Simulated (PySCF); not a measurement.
# B2F2GeH4: the cost of one run

Programs: PySCF 2.14.0, with density-fitted response routines of our own. Each step states its level of theory. These are calculated values for one molecule in the gas phase, unless marked as measured. Atoms are numbered from 0 throughout.

## 1. The starting structure

9 atoms, charge 0, multiplicity 1; geometry from: PBE0-D3(BJ)/def2-SVP.

Bonds of the start (Å): B0–Ge1 2.05, Ge1–B2 2.08, B2–F3 1.32, B2–F4 1.32, B0–H5 1.21, B0–H6 1.21, Ge1–H7 1.54, Ge1–H8 1.54.

## 2. X-ray photoelectron lines: SCAN, X2C

What the job is given:

```
{"job": {"kind": "xps"}, "charge": 0, "multiplicity": 1}
B      1.569805    -0.657731     0.071523
Ge     0.091654     0.705380    -0.330643
B     -1.685998    -0.314068     0.018216
F     -2.187981    -0.431901     1.231149
F     -2.342133    -0.905921    -0.959109
H      1.966666    -0.811929     1.200641
H      2.004640    -1.367554    -0.802413
H      0.129579     1.923513     0.611314
H      0.089878     1.190312    -1.791742
```

Method: delta-SCF UKS SCAN, pcX-2 on the ionised atom, pcseg-1 elsewhere, spin-free X2C.

On the command line:

```
OMP_NUM_THREADS=1 python probes_run.py task.json out
```

The driver reads the jobs from task.json and runs them one after another.

Q: Estimate the wall time and peak memory of this first job on 1 thread of Arm Neoverse N1, shared host.

About 25 s, with a peak of 0.44 GiB.
